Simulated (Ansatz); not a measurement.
HfIn4SiO6:

```
Hf In Si O
1.0
     5.69867    0.00381    0.01559
    -0.70506    6.10815   -0.00575
    -2.73718   -1.39557    6.63076
Hf In Si O
1 4 1 6
Direct
  0.11793 0.01556 0.13292
  0.38842 0.99901 0.72891
  0.75865 0.00842 0.49586
  0.23461 0.48841 0.53300
  0.59649 0.48211 0.20528
  0.86778 0.44029 0.85544
  0.55316 0.38738 0.79290
  0.93454 0.38483 0.65596
  0.98414 0.26218 0.00347
  0.99083 0.69806 0.98452
  0.08665 0.06493 0.39374
  0.48680 0.10883 0.21799
```

The cell was built by a generator and needn't be a form met in nature.

Base run:

- Program: Ansatz 0.2.0
- Functional: PBE
- Potentials or basis: Ansatz PAW
- Cutoff: 420 eV (not typed: the program's choice for these potentials)
- k mesh: 5 × 5 × 4
- Occupations: fermi-dirac, width 0.05 eV
- Spin: no spin polarisation

Its results: band gap on the k mesh 0.89 eV, indirect (least direct gap 1.17 eV); pressure 0.0 GPa; largest force 0.006 eV/Å.

Question: The run is repeated on the same cell with these changes: functional from PBE to r2SCAN; cutoff from 420 eV (not typed: the program's choice for these potentials) to 500 eV (not typed: the program's choice for these potentials). What comes out?

Answer: Band gap on the k mesh 1.05 eV, indirect (least direct gap 1.29 eV); pressure -3.2 GPa; largest force 0.325 eV/Å.

r2SCAN gives the wider gap, since meta-GGAs in the generalised Kohn-Sham scheme recover part of the derivative discontinuity.

Caveats: spin-orbit coupling is left out, which moves the levels of the heavy elements; the PAW data sets come from PBE, with cores solved anew for the run's functional, which leaves a small shift of forces and pressure (some runs).

A k mesh can miss the band edges.
